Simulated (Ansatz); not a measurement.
# Mo3C: the cost of one run

Method: DFT PBE, scalar-relativistic, plane waves, PAW, in Ansatz 0.2.0.

2 further runs of the same task are left out: 1 for a known fault of the program, 1 that didn't finish.

### 1 The system as given

The structure is cubic, space group Pm-3m (No. 221). The conventional cell has a = 3.698 Å, b = 3.698 Å, c = 3.698 Å, α = 90.00°, β = 90.00°, γ = 90.00°. Mo (site symmetry 4/mmm) has 8 Mo at 2.61 Å and 4 C at 2.61 Å as nearest neighbours. C (site symmetry m-3m) is surrounded by 12 Mo at 2.61 Å.

Structure file:

```
Mo C
1.0
     3.69815    0.00000    0.00000
     0.00000    3.69815    0.00000
     0.00000    0.00000    3.69815
Mo C
3 1
Direct
  0.00000 0.50000 0.50000
  0.50000 0.00000 0.50000
  0.50000 0.50000 0.00000
  0.00000 0.00000 0.00000
```

This is candidate A: Cu3Au (L1_2) type (Pm-3m, No. 221).

(A quick probe on a coarse mesh, which set the mesh and smearing, is not shown.)

### 3 Coarse relaxation (candidate A)

Input file input.yaml:

```yaml
crystal:
  lattice:
    - [3.6981522161, 0.0, 0.0]
    - [0.0, 3.6981522161, 0.0]
    - [0.0, 0.0, 3.6981522161]
  atoms:
    - { symbol: Mo, position: [0.0, 0.5, 0.5] }
    - { symbol: Mo, position: [0.5, 0.0, 0.5] }
    - { symbol: Mo, position: [0.5, 0.5, 0.0] }
    - { symbol: C, position: [0.0, 0.0, 0.0] }
basis:
  ecutwfc: 420
kpoints:
  mp_grid: { grid: [6, 6, 6] }
hamiltonian:
  xc: pbe
scf:
  occupations: { method: gaussian, width: 0.1 }
  lower_state_search: "off"
output:
  forces: true
  stress: true
  eigenvalues: true
relax:
  adjacent_minimum: "off"
  f_tol: 0.04
  max_steps: 70
  cell: { stress_tol: 0.4 }
```

Run with:

```
$ ansatz run input.yaml --threads 1 --pin off --max-ram 2560MiB --backend cpu --events-out ev --progress --plain --runs-dir out
```

What time and memory should one allow on 1 thread of Intel Xeon Platinum 8488C (Sapphire Rapids), shared host?

About 8.5 s, with a peak of 0.37 GiB.
